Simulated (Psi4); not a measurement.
# RbF (SMILES [F][Rb]), run twice

Aim: a single-point energy of RbF at MP3/def2-SVP (density fitting, core potential, density fitting for correlation).

The calculation is run with Psi4 1.11.

5 further runs of the same task are left out: 2 that didn't finish, 3 set aside as unsound or not needed.

### 1 Starting point

The species is RbF (2 atoms), meant as a singlet with charge 0. As SMILES, `[F][Rb]`. The shape comes from GFN2-xTB, which is rough for such elements, and wasn't checked as a minimum.

Bond lengths: F1–Rb2 2.198 Å.

### 2 First attempt

frb.xyz

```xyz
2
FRb
F      0.000000     0.000000     0.000000
Rb     0.000000     0.000000     2.197590
```

run.py

```python
import psi4

psi4.set_memory(1600000000)
psi4.set_num_threads(1)
psi4.core.set_output_file('run.log', False)

with open('frb.xyz') as f:
    atoms = ''.join(f.readlines()[2:])
molecule = psi4.geometry('0 2\n' + atoms + 'no_reorient\nno_com')

psi4.set_options(dict(basis='def2-SVP', reference='rhf', num_frozen_docc=1, mp_type='df'))

E, wfn = psi4.energy('mp3', return_wfn=True)
print('E =', round(E, 9))
for k, v in sorted(psi4.core.scalar_variables().items()):
    print(f'{k:45s} {v:18.10f}')
```

Command:

```bash
$ python run.py
```

stdout:

```text
qcelemental.exceptions.ValidationError: Inconsistent or unspecified chg/mult: sys chg: None, frag chg: [0.0], sys mult: None, frag mult: [2]
```

Wall time 0.98 s (1 thread of AMD EPYC 7R43 (Zen 3), shared host); peak memory 0.13 GiB.

### 3 What went wrong

The input was rejected.

The log says `qcelemental.exceptions.ValidationError: Inconsistent or unspecified chg/mult: sys chg: None, frag chg: [0.0], sys mult: None, frag mult: [2]`. Cause: the spin state typed doesn't suit the molecule. To mend it: multiplicity 1 in place of 2.

### 4 Second attempt

frb.xyz is that of step 2.

job.py

```python
import psi4

psi4.set_memory('1600 MB')
psi4.set_num_threads(1)
psi4.core.set_output_file('frb.out', False)

with open('frb.xyz') as f:
    atoms = ''.join(f.readlines()[2:])
mol = psi4.geometry('0 1\n' + atoms + 'no_reorient\nno_com')

psi4.set_options({
    'basis': 'def2-SVP',
    'reference': 'rhf',
    'num_frozen_docc': 1,
    'mp_type': 'df',
})

energy_value = psi4.energy('mp3')
print(f'mp3 energy: {energy_value:.10f} Eh')
```

Command:

```bash
$ python job.py
```

frb.out:

```text
[...]
    !!!  WARNING: ECP capability is in beta. Please check occupations closely.  !!!
[...]
  Running in c2v symmetry.
[...]
  Nuclear repulsion =   19.504709278923730
[...]
  Multiplicity = 1
[...]
  Nalpha       = 9
  Nbeta        = 9
[...]
    Number of basis functions: 38
[...]
   @DF-RHF iter   1:  -123.07942771909099   -1.02851e+00   2.25173e-02 ADIIS/DIIS
[...]
   @DF-RHF iter  10:  -123.17997858187724   -3.41061e-13   3.34502e-09 DIIS
[...]
    Orbital Energies [Eh]
    ---------------------
    Doubly Occupied:
       1A1   -26.017726     2A1    -1.536846     3A1    -1.268627
       1B2    -0.774479     1B1    -0.774479     4A1    -0.762066
       2B1    -0.395308     2B2    -0.395308     5A1    -0.387760
[...]
  @DF-RHF Final Energy:  -123.17997858187724
   => Energetics <=
    Nuclear Repulsion Energy =             19.5047092789237304
    One-Electron Energy =                -220.7441751186782710
    Two-Electron Energy =                  78.0594872578772936
    Total Energy =                       -123.1799785818772364
[...]
 Multipole Moments:
 ------------------------------------------------------------------------------------
     Multipole            Electronic (a.u.)      Nuclear  (a.u.)        Total (a.u.)
 ------------------------------------------------------------------------------------
 L = 1.  Multiply by 2.5417464519 to convert [e a0] to [Debye]
 Dipole X            :          0.0000000            0.0000000            0.0000000
 Dipole Y            :          0.0000000            0.0000000            0.0000000
 Dipole Z            :        -34.0643254           37.3755891            3.3112638
 Magnitude           :                                                    3.3112638
[...]
	DF-MP2 Total Energy (a.u.)         :  -123.43044104930371
[...]
	DF-MP3 Total Energy (a.u.)         :  -123.43142364658188
[...]
```

On the terminal:

```text
mp3 energy: -123.4314236466 Eh
```

Wall time 2 s (1 thread of AMD EPYC 7R43 (Zen 3), shared host); peak memory 0.19 GiB.

### 5 Outcome

Level: MP3/def2-SVP (density fitting, core potential, density fitting for correlation).

| quantity | value |
| --- | --- |
| total energy | -123.43142 Eh |
| HOMO energy (Hartree–Fock orbitals) | -10.55 eV |
| LUMO energy (Hartree–Fock orbitals) | -0.02 eV |
| HOMO–LUMO gap (Hartree–Fock orbitals) | 10.53 eV |
| correlation energy (1 core orbital frozen) | -251.4 mEh |
